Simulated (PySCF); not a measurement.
**UCISD/STO-3G run of InHF (SMILES [F][InH])**

What is the energy change on altering one bond length of InHF at UCISD/STO-3G? The job is set up through a Python script.

Program for the calculation: PySCF 2.14.0.

16 further runs of the same task are left out: 6 that didn't finish, 10 set aside as unsound or not needed.

## (1) Starting point

InHF: 3 atoms, total charge 0, spin state doublet. As SMILES, `[F][InH]`. Geometry: relaxed at PBE0-D4/def2-TZVP.

Bond lengths: F1–In2 1.970 Å, In2–H3 1.779 Å. Angles: F1–In2–H3 113.8°.

## (2) The energy at UCISD/STO-3G

input.xyz reads:

```xyz
3

F      1.088400     0.989500     0.694300
In    -0.522500     0.355100    -0.244800
H     -0.576900    -1.409400    -0.462800
```

run.py reads:

```python
from pyscf import gto, ci

mol = gto.Mole()
mol.atom = 'input.xyz'
mol.verbose = 4
mol.max_memory = 1860
mol.spin = 1
mol.basis = 'sto-3g'
mol.build()

mf = mol.UHF()
mf.conv_tol = 1e-10
mf.kernel()
if not mf.converged:
    mf = mf.newton().run(mf.mo_coeff, mf.mo_occ)

cisd = ci.CISD(mf, frozen=19)
cisd.kernel()
e_final = cisd.e_tot
print('E(%s) = %.9f' % ('CISD', e_final))
```

Launch:

```console
$ OMP_NUM_THREADS=1 python run.py
```

The log of the run:

```text
PySCF version 2.14.0

[INPUT] num. atoms = 3
[INPUT] num. electrons = 59
[INPUT] charge = 0
[INPUT] spin (= nelec alpha-beta = 2S) = 1
[INPUT] symmetry False subgroup None
[INPUT] Mole.unit = angstrom
[INPUT] Symbol           X                Y                Z      unit          X                Y                Z       unit  Magmom
[INPUT]  1 F      1.088400000000   0.989500000000   0.694300000000 AA    2.056777913977   1.869884000257   1.312036848286 Bohr   0.0
[INPUT]  2 In    -0.522500000000   0.355100000000  -0.244800000000 AA   -0.987381900085   0.671041746833  -0.462604955294 Bohr   0.0
[INPUT]  3 H     -0.576900000000  -1.409400000000  -0.462800000000 AA   -1.090183001262  -2.663379999962  -0.874565250449 Bohr   0.0

nuclear repulsion = 134.577512650394
number of shells = 15
number of NR pGTOs = 99
number of NR cGTOs = 33
basis = sto-3g
ecp = {}

******** <class 'pyscf.scf.uhf.UHF'> ********
method = UHF
initial guess = minao
damping factor = 0
level_shift factor = 0
DIIS = <class 'pyscf.scf.diis.CDIIS'>
diis_start_cycle = 1
diis_space = 8
diis_damp = 0
SCF conv_tol = 1e-10
SCF conv_tol_grad = None
SCF max_cycles = 50
direct_scf = True
direct_scf_tol = 1e-13
number electrons alpha = 30  beta = 29
Set gradient conv threshold to 1e-05
init E= -5765.61253541074
[... the frontier-level lines of each cycle are left out ...]

cycle= 1 E= -5781.32945415744  delta_E= -15.7  |g|= 0.287  |ddm|= 1.39
cycle= 2 E= -5781.41930787311  delta_E= -0.0899  |g|= 0.107  |ddm|= 0.737
cycle= 3 E= -5781.43249684535  delta_E= -0.0132  |g|= 0.032  |ddm|= 0.227
cycle= 4 E= -5781.43482177228  delta_E= -0.00232  |g|= 0.0138  |ddm|= 0.102
cycle= 5 E= -5781.43554466411  delta_E= -0.000723  |g|= 0.00636  |ddm|= 0.0721
cycle= 6 E= -5781.4357345201  delta_E= -0.00019  |g|= 0.00256  |ddm|= 0.0421
cycle= 7 E= -5781.43576664731  delta_E= -3.21e-05  |g|= 0.00106  |ddm|= 0.0195
cycle= 8 E= -5781.43577151378  delta_E= -4.87e-06  |g|= 0.000417  |ddm|= 0.00729
cycle= 9 E= -5781.43577231971  delta_E= -8.06e-07  |g|= 0.000222  |ddm|= 0.00275
cycle= 10 E= -5781.43577260519  delta_E= -2.85e-07  |g|= 9.64e-05  |ddm|= 0.0018
cycle= 11 E= -5781.43577266378  delta_E= -5.86e-08  |g|= 2.93e-05  |ddm|= 0.000959
cycle= 12 E= -5781.43577266782  delta_E= -4.04e-09  |g|= 6.7e-06  |ddm|= 0.000254
cycle= 13 E= -5781.43577266795  delta_E= -1.3e-10  |g|= 2.82e-06  |ddm|= 2.8e-05
cycle= 14 E= -5781.43577266799  delta_E= -3.37e-11  |g|= 8.8e-07  |ddm|= 1.45e-05
Extra cycle  E= -5781.43577266799  delta_E= -7.28e-12  |g|= 5.93e-07  |ddm|= 2.22e-06
converged SCF energy = -5781.43577266799  <S^2> = 0.75870416  2S+1 = 2.0086853

******** <class 'pyscf.ci.ucisd.UCISD'> ********
CISD nocc = (np.int64(11), np.int64(10)), nmo = (14, 14)
frozen orbitals 19
max_cycle = 50
direct = 0
conv_tol = 1e-09
max_cycle = 50
max_space = 12
lindep = 0
nroots = 1
Init t2, MP2 energy = -0.0423220050719264
UCISD converged
E(UCISD) = -5781.493456954562  E_corr = -0.05768428656804016
E(CISD) = -5781.493456955
```

Run time: 1.3 s. Hardware: 1 thread of Arm Neoverse N1, shared host; peak memory 0.12 GiB.

## (3) The distorted shape at the same level

run.py reads:

```python
from pyscf import gto, scf, ci

molecule = gto.M(
    atom='''
F      1.410552     1.116369     0.882104
In    -0.522500     0.355100    -0.244800
H     -0.576900    -1.409400    -0.462800
''',
    spin=1,
    max_memory=1860,
    basis='sto-3g',
    verbose=3,
)

mf = scf.UHF(molecule)
mf.conv_tol = 1e-10
mf.kernel()
if not mf.converged:
    mf = mf.newton().run(mf.mo_coeff, mf.mo_occ)

cisd = ci.CISD(mf, frozen=19)
cisd.kernel()
e_tot = cisd.e_tot
print('E = %.10f Eh' % e_tot)
```

Launch:

```console
$ OMP_NUM_THREADS=1 python run.py
```

The log of the run:

```text
converged SCF energy = -5781.37145793575  <S^2> = 0.84374139  2S+1 = 2.0916418
E(UCISD) = -5781.446867707562  E_corr = -0.07540977181568675
E = -5781.4468677076 Eh
```

It took 1.2 s on 1 thread of Arm Neoverse N1, shared host; peak memory 0.11 GiB.

## (4) Results

At UCISD/STO-3G, 19 core orbitals frozen:

```
                                                                   quantity           value
                                                  first shape: total energy  -5781.49346 Eh
                          first shape: dipole moment (Hartree–Fock density)          2.07 D
    first shape: HOMO energy (Hartree–Fock orbitals) (highest over α and β)        -4.89 eV
     first shape: LUMO energy (Hartree–Fock orbitals) (lowest over α and β)         5.29 eV
                  first shape: correlation energy (19 core orbitals frozen)       -57.7 mEh
                             first shape: ⟨S²⟩ of the reference determinant           0.759
                                              distorted shape: total energy  -5781.44687 Eh
                      distorted shape: dipole moment (Hartree–Fock density)          2.64 D
distorted shape: HOMO energy (Hartree–Fock orbitals) (highest over α and β)        -4.29 eV
 distorted shape: LUMO energy (Hartree–Fock orbitals) (lowest over α and β)         4.76 eV
              distorted shape: correlation energy (19 core orbitals frozen)       -75.4 mEh
                         distorted shape: ⟨S²⟩ of the reference determinant           0.844
         energy change with the F1–In2 bond stretched from 1.970 to 2.364 Å        1.268 eV
```

With the F1–In2 bond stretched from 1.970 to 2.364 Å the energy rises by 1.27 eV (29 kcal/mol). The first shape isn't relaxed at this level, so the change isn't measured from a minimum. The minimal basis adds a large error of its own. Mulliken charges (first shape) of the mean-field density run from -0.35 on F1 to +0.55 on In2. Relativity is left out (first shape) although the molecule holds a heavy atom. Relativity is left out (distorted shape) although the molecule holds a heavy atom.
